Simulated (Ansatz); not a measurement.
Run this with Ansatz 0.2.0, Python API and show what comes out.

The script reads `geh6o2si.xyz`:
```text
10

O    -1.33556    0.58288   -1.20669
Si   -0.29979    1.17095   -0.09792
Ge    0.51631   -0.78402    0.88302
O     1.30982   -1.82053   -0.29242
H    -1.87149    1.14839   -1.75706
H    -1.00936    2.03306    0.84690
H     0.72643    1.98370   -0.75971
H     1.64703   -0.63492    1.87098
H    -0.49689   -1.67389    1.59976
H     0.81348   -2.00564   -1.08687
```

`methods.py`:
```python
"""One geometry of GeH6O2Si, method by method."""

import ansatz as az

system = az.Crystal.molecule_from_extxyz("geh6o2si.xyz")

setup = system.calculation().basis(gaussian="def2-SVP")

methods = ["mp2", "ccsd", "ccsd_t"]
reports = [setup.correlation(m).run(threads=1).report for m in methods]
print(f"Hartree-Fock reference {reports[0]['reference_energy_ev'] / 27.211386246:.6f} Ha")
best = reports[-1]["free_energy_ev"] - reports[-1]["reference_energy_ev"]
for method, each in zip(methods, reports):
    gained = each["free_energy_ev"] - each["reference_energy_ev"]
    print(f"{method:8s} total {each['free_energy_ev'] / 27.211386246:.6f} Ha  correlation {gained:9.4f} eV  ({100 * gained / best:.1f} % of the last)")
```

```console
$ python methods.py
Hartree-Fock reference -2517.088783 Ha
mp2      total -2517.793971 Ha  correlation  -19.1891 eV  (93.4 % of the last)
ccsd     total -2517.826777 Ha  correlation  -20.0819 eV  (97.7 % of the last)
ccsd_t   total -2517.843847 Ha  correlation  -20.5463 eV  (100.0 % of the last)
```

Total energies depend on the basis set; only differences at equal settings carry meaning. The geometry is a force-field or estimated start, not a minimum of this method, and the basis set is short of its limit. A lower total doesn't mark the better method: functionals have no common bound, and MP2 and coupled cluster aren't variational. Inner cores stay frozen; a filled d shell under the valence of the heavier atoms is correlated with it. Finished in 33 s on 1 thread of Intel(R) Xeon(R) Processor @ 2.30GHz, with other jobs on the host, peak memory 0.58 GiB.
